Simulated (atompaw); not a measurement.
# Tm: the cost of one run

The numbers are computed with atompaw 4.2.0.5 (PBEsol, scalar-relativistic, spin-unpolarised reference atom).

## 1. Starting point

The settings as typed:

- element: thulium (Tm, Z = 69)
- type: PAW
- frozen core: [Kr] 4d10
- valence charge: 23
- reference configuration: 4f13 5s2 5p6 5d0 6s2 6p0
- partial waves: 5s (bound): rc 2.05 bohr; 6s (bound): rc 2.00 bohr; 5p (bound): rc 2.55 bohr; 6p (bound, empty): rc 2.05 bohr; 5d (bound, empty): rc 3.00 bohr; 5d channel at 3.3 Ry: rc 3.00 bohr; 4f (bound): rc 0.90 bohr; 4f channel at 0.45 Ry: rc 0.90 bohr
- local potential: troulliermartins scheme with l = 4 at 0 Ry, radius 2.95 bohr
- core correction: smooth core density matched at 2.00 bohr
- augmentation charge: besselshape compensation charge, radius 2.30 bohr; PAW radius 3.00 bohr; waves and projectors: custom polynom vanderbiltortho

## 2. Generating the potential

File Tm.input:

```
Tm 69
GGA-PBESOL scalarrelativistic loggrid 2001 logderivrange -6 5 276
6 6 5 4 0 0
6 1 0
5 2 0
4 3 13
0 0 0
c
c
c
c
v
v
c
c
c
v
v
c
c
v
v
3
3.00 2.30 2.95 2.00
n
n
y
3.3
n
y
0.45
n
custom polynom vanderbiltortho besselshape
4 0 troulliermartins
2.05
2.00
2.55
2.05
3.00
3.00
0.90
0.90
PWSCFOUT
UPFDX 0.0125d0 UPFXMIN -7.d0 UPFZMESH 69.d0
END
```

Run with:

```console
atompaw < Tm.input > Tm.log
```

**Question.** How long does this run take on 1 thread of Intel Xeon 6975P-C, shared host?

About 45 s.
